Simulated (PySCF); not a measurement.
**One shape, several levels: InSiH4Cl (SMILES [SiH3][InH][Cl])**

Aim: a comparison of 6 runs (HF/STO-3G, HF/3-21G, CAM-B3LYP/def2-SVPD, PBE0/def2-TZVP, MP2/STO-3G, MP2/def2-SVP) of InSiH4Cl. 

The calculation is run with PySCF 2.14.0.

## Step 1: The structure to begin with

The species is InSiH4Cl (7 atoms), meant as a singlet with charge 0. SMILES: `[SiH3][InH][Cl]`. The shape comes from GFN2-xTB, which is rough for such elements, and wasn't checked as a minimum.

Bond lengths: Si1–In2 2.600 Å, In2–Cl3 2.324 Å, Si1–H4 1.472 Å, Si1–H5 1.469 Å, Si1–H6 1.472 Å, In2–H7 1.786 Å. Angles: Si1–In2–Cl3 119.3°, Si1–In2–H7 132.5°, Cl3–In2–H7 108.2°, In2–Si1–H4 106.8°, In2–Si1–H5 112.1°, In2–Si1–H6 109.9°, H4–Si1–H5 109.5°, H4–Si1–H6 109.4°, H5–Si1–H6 109.1°.

## Step 2: Energy and forces at HF/STO-3G (run 1)

input.py

```python
# [SiH3][InH][Cl]
import pyscf.grad
from pyscf import gto, scf

system = gto.M(
    atom='''
Si  -0.996020   0.610500  -0.423470
In   1.220080  -0.511730   0.343870
Cl   1.129860  -2.357110   1.754100
H   -2.006020  -0.456920  -0.512570
H   -0.859460   1.265780  -1.731070
H   -1.424440   1.607340   0.571960
H    2.936010  -0.157860  -0.002820
''',
    basis='sto-3g',
    max_memory=1860,
    verbose=4,
    charge=0,
    spin=0,
)

hf = scf.RHF(system)
hf.conv_tol = 1e-10
hf.kernel()
if not hf.converged:
    hf = hf.newton().run(hf.mo_coeff, hf.mo_occ)

etot = hf.e_tot
print('E(%s) = %.9f' % ('HF', etot))
grad = hf.Gradients().kernel()
hf.analyze()
```

On the command line:

```bash
OMP_NUM_THREADS=1 python input.py
```

The program printed:

```text
PySCF version 2.14.0

[... 59 lines left out ...]
converged SCF energy = -6425.48446334412
[... 19 lines left out ...]
Two-electron Coulomb Energy =         3101.859740624357983
[... 6 lines left out ...]
MO #4   energy= -138.038098963082  occ= 2
[... 4 lines left out ...]
MO #9   energy= -24.7367911685658  occ= 2
[... 4 lines left out ...]
MO #14  energy= -16.6013435976496  occ= 2
[... 4 lines left out ...]
MO #19  energy= -7.6962566541272   occ= 2
[... 4 lines left out ...]
MO #24  energy= -3.96873323157706  occ= 2
[... 4 lines left out ...]
MO #29  energy= -0.935127136846611 occ= 2
[... 4 lines left out ...]
MO #34  energy= -0.57518157807559  occ= 2
[... 4 lines left out ...]
MO #39  energy= -0.361915295774349 occ= 2
[... 4 lines left out ...]
MO #44  energy= 0.29099029654912   occ= 0
[... 4 lines left out ...]
MO #49  energy= 0.596152868485601  occ= 0
[... 20 lines left out ...]
pop of  1 In 3py          1.99997
pop of  1 In 3pz          1.99998
pop of  1 In 4px          1.99958
pop of  1 In 4py          1.99883
pop of  1 In 4pz          1.99856
pop of  1 In 5px          0.82366
pop of  1 In 5py          0.37922
pop of  1 In 5pz          0.25104
pop of  1 In 3dxy         1.99999
pop of  1 In 3dyz         1.99999
pop of  1 In 3dz^2        1.99999
pop of  1 In 3dxz         2.00000
pop of  1 In 3dx2-y2      1.99998
pop of  1 In 4dxy         1.99423
pop of  1 In 4dyz         1.98239
pop of  1 In 4dz^2        1.99182
pop of  1 In 4dxz         1.99635
pop of  1 In 4dx2-y2      1.97820
pop of  2 Cl 1s           2.00000
pop of  2 Cl 2s           1.99988
pop of  2 Cl 3s           1.92026
pop of  2 Cl 2px          1.99998
pop of  2 Cl 2py          1.99981
pop of  2 Cl 2pz          1.99988
pop of  2 Cl 3px          1.97705
pop of  2 Cl 3py          1.69743
pop of  2 Cl 3pz          1.79516
pop of  3 H 1s            1.13726
pop of  4 H 1s            1.13666
pop of  5 H 1s            1.13679
pop of  6 H 1s            1.14786
 ** Mulliken atomic charges  **
charge of    0Si =      0.42769
charge of    1In =      0.52032
charge of    2Cl =     -0.38945
charge of    3H =     -0.13726
charge of    4H =     -0.13666
charge of    5H =     -0.13679
charge of    6H =     -0.14786
Dipole moment(X, Y, Z, Debye): -0.34704,  2.92786, -2.19896
```

Run time: 5.4 s. Hardware: 1 thread of Intel Xeon at 2.70GHz, shared host; peak memory 0.12 GiB.

## Step 3: Energy and gradient at HF/3-21G (run 2)

mol.xyz

```xyz
7
ClH4InSi
Si    -0.996020     0.610500    -0.423470
In     1.220080    -0.511730     0.343870
Cl     1.129860    -2.357110     1.754100
H     -2.006020    -0.456920    -0.512570
H     -0.859460     1.265780    -1.731070
H     -1.424440     1.607340     0.571960
H      2.936010    -0.157860    -0.002820
```

input.py

```python
from pyscf import gto, scf

mol = gto.Mole()
mol.atom = 'mol.xyz'
mol.charge = 0
mol.spin = 0
mol.max_memory = 1860
mol.verbose = 3
mol.basis = '3-21g'
mol.build()

hf = scf.RHF(mol)
hf.conv_tol = 1e-10
hf.kernel()
if not hf.converged:
    hf = hf.newton().run(hf.mo_coeff, hf.mo_occ)

etot = hf.e_tot
print('E(%s) = %.9f' % ('HF', etot))
grad = hf.nuc_grad_method().kernel()
dip = hf.dip_moment()
pop, q = hf.mulliken_pop()
```

On the command line:

```bash
OMP_NUM_THREADS=1 python input.py
```

The program printed:

```text
converged SCF energy = -6461.79613825442
E(HF) = -6461.796138254
--------------- RHF gradients ---------------
         x                y                z
0 Si    -0.0001218897     0.0032477234    -0.0022845159
1 In    -0.0155570427    -0.0250713164     0.0195515334
2 Cl     0.0035078742     0.0269142986    -0.0207904507
3 H     0.0059029588     0.0027235387     0.0011534820
4 H    -0.0014157275    -0.0028715516     0.0062181767
5 H     0.0021003902    -0.0042530807    -0.0040782122
6 H     0.0055834367    -0.0006896120     0.0002299869
----------------------------------------------
Dipole moment(X, Y, Z, Debye): -0.39048,  3.00935, -2.23797
 ** Mulliken pop  **
pop of  0 Si 1s           1.99861
pop of  0 Si 2s           1.97532
pop of  0 Si 3s           0.64902
pop of  0 Si 4s           0.75732
pop of  0 Si 2px          1.95692
pop of  0 Si 2py          1.95756
pop of  0 Si 2pz          1.95761
pop of  0 Si 3px          0.53342
pop of  0 Si 3py          0.54794
pop of  0 Si 3pz          0.54464
pop of  0 Si 4px          0.41888
pop of  0 Si 4py          0.25495
pop of  0 Si 4pz          0.23633
pop of  1 In 1s           1.99992
pop of  1 In 2s           1.99986
pop of  1 In 3s           1.99718
pop of  1 In 4s           1.99774
pop of  1 In 5s           0.75984
pop of  1 In 6s           0.19649
pop of  1 In 2px          1.99958
pop of  1 In 2py          1.99952
pop of  1 In 2pz          1.99952
pop of  1 In 3px          1.99885
pop of  1 In 3py          1.99865
pop of  1 In 3pz          1.99862
pop of  1 In 4px          1.98360
pop of  1 In 4py          1.97757
pop of  1 In 4pz          1.97603
pop of  1 In 5px          0.57476
pop of  1 In 5py          0.26010
pop of  1 In 5pz          0.17757
pop of  1 In 6px          0.09712
pop of  1 In 6py         -0.00221
pop of  1 In 6pz          0.01521
pop of  1 In 3dxy         1.99959
pop of  1 In 3dyz         1.99911
pop of  1 In 3dz^2        1.99967
pop of  1 In 3dxz         1.99969
pop of  1 In 3dx2-y2      1.99921
pop of  1 In 4dxy         1.99699
pop of  1 In 4dyz         1.99548
pop of  1 In 4dz^2        1.99681
pop of  1 In 4dxz         1.99750
pop of  1 In 4dx2-y2      1.99320
pop of  2 Cl 1s           1.99860
pop of  2 Cl 2s           1.95902
pop of  2 Cl 3s           1.09627
pop of  2 Cl 4s           0.95136
pop of  2 Cl 2px          1.97023
pop of  2 Cl 2py          1.96726
pop of  2 Cl 2pz          1.96827
pop of  2 Cl 3px          1.05382
pop of  2 Cl 3py          0.95905
pop of  2 Cl 3pz          0.98451
pop of  2 Cl 4px          0.92741
pop of  2 Cl 4py          0.84709
pop of  2 Cl 4pz          0.88868
pop of  3 H 1s            0.42272
pop of  3 H 2s            0.72563
pop of  4 H 1s            0.42343
pop of  4 H 2s            0.73451
pop of  5 H 1s            0.42248
pop of  5 H 2s            0.72871
pop of  6 H 1s            0.36661
pop of  6 H 2s            0.83306
 ** Mulliken atomic charges  **
charge of    0Si =      0.21148
charge of    1In =      1.01724
charge of    2Cl =     -0.57157
charge of    3H =     -0.14835
charge of    4H =     -0.15793
charge of    5H =     -0.15119
charge of    6H =     -0.19967
```

Wall time 5.1 s (1 thread of Intel Xeon at 2.70GHz, shared host); peak memory 0.13 GiB.

Runs 3 to 5 aren't shown in full; the table further down has their settings and results.

## Step 4: Energy and gradient at MP2/def2-SVP (core potential) (run 6)

calc.py

```python
import pyscf.grad
from pyscf import gto, mp

molecule = gto.M(
    atom='''
Si      -0.996020       0.610500      -0.423470
In       1.220080      -0.511730       0.343870
Cl       1.129860      -2.357110       1.754100
H       -2.006020      -0.456920      -0.512570
H       -0.859460       1.265780      -1.731070
H       -1.424440       1.607340       0.571960
H        2.936010      -0.157860      -0.002820
''',
    max_memory=1860,
    basis='def2-svp',
    charge=0,
    verbose=3,
    spin=0,
    ecp={'In': 'def2-svp'},
)

mf = molecule.RHF()
mf.conv_tol = 1e-10
mf.kernel()
if not mf.converged:
    mf = mf.newton().run(mf.mo_coeff, mf.mo_occ)

pt = mp.MP2(mf, frozen=14).run()
energy = pt.e_tot
print('E(%s) = %.9f' % ('MP2', energy))
grad = pt.Gradients().kernel()
mf.analyze()
```

On the command line:

```bash
OMP_NUM_THREADS=1 python calc.py
```

The program printed:

```text
converged SCF energy = -939.773106739046
[... 18 lines left out ...]
MO #5   energy= -7.98624094751174  occ= 2
[... 6 lines left out ...]
MO #12  energy= -3.67366839075349  occ= 2
[... 6 lines left out ...]
MO #19  energy= -1.04980514920568  occ= 2
[... 6 lines left out ...]
MO #26  energy= -0.435404445695234 occ= 2
[... 6 lines left out ...]
MO #33  energy= 0.172023261373469  occ= 0
[... 6 lines left out ...]
MO #40  energy= 0.401057857172233  occ= 0
[... 6 lines left out ...]
MO #47  energy= 0.577679347604856  occ= 0
[... 6 lines left out ...]
MO #54  energy= 0.873723725348258  occ= 0
[... 6 lines left out ...]
MO #61  energy= 1.16277137613438   occ= 0
[... 6 lines left out ...]
MO #68  energy= 1.74508702314786   occ= 0
[... 6 lines left out ...]
MO #75  energy= 2.1220629574386    occ= 0
[... 6 lines left out ...]
MO #82  energy= 61.6481369024917   occ= 0
[... 8 lines left out ...]
Dipole moment(X, Y, Z, Debye): -0.68927,  2.34801, -1.74255
```

Wall time 22 s (1 thread of Intel Xeon at 2.70GHz, shared host); peak memory 0.6 GiB.

## Step 5: All runs side by side

| run | level | core potential | integration grid | energy (Eh) | dipole moment (D) of the reference | HOMO energy (eV) | LUMO energy (eV) | wall time |
| --- | --- | --- | --- | --- | --- | --- | --- | --- |
| 1 | HF/STO-3G | – | – | -6425.484463 | 3.68 | -7.77 | 4.95 | 5.4 s |
| 2 | HF/3-21G | – | – | -6461.796138 | 3.77 | -10.23 | 0.31 | 5.1 s |
| 3 | CAM-B3LYP/def2-SVPD (core potential) | def2-svp | 5 | -942.024611 | 3.16 | -8.91 | -1.30 | 78 s |
| 4 | PBE0/def2-TZVP (core potential) | def2-svp | 5 | -942.015599 | 2.91 | -7.64 | -2.13 | 88 s |
| 5 | MP2/STO-3G | – | – | -6425.550890 | 3.68 | -7.77 | 4.95 | 5.7 s |
| 6 | MP2/def2-SVP (core potential) | def2-svp | – | -940.091707 | 3.00 | -10.08 | 0.54 | 22 s |

## Step 6: What came out

| quantity | value |
| --- | --- |
| run 6: total energy | -940.09171 Eh |
| run 6: dipole moment (Hartree–Fock density) | 3.00 D |
| run 6: HOMO energy (Hartree–Fock orbitals) | -10.08 eV |
| run 6: LUMO energy (Hartree–Fock orbitals) | 0.54 eV |
| run 6: HOMO–LUMO gap (Hartree–Fock orbitals) | 10.62 eV |
| run 6: correlation energy (14 core orbitals frozen) | -318.6 mEh |
| run 6: largest force on an atom | 1.178 eV/Å |

In words: Over runs 1, 2, 3, 4 the dipole moment (its size) runs from 2.91 D (PBE0/def2-TZVP) to 3.77 D (HF/3-21G). The two ends differ in method and basis and core potential. Over runs 1, 2, 3, 4 the HOMO–LUMO gap runs from 5.51 eV (PBE0/def2-TZVP) to 12.72 eV (HF/STO-3G). Totals of different functionals can't be ranked against each other. Some runs of one species differ in core potentials or relativity; totals across that change don't compare. In runs 1, 5 the basis is minimal, so the values are rough. In runs 1, 2, 5 relativity is left out where basis or elements ask for it. All runs together took 3.4 min, the longest 88 s.
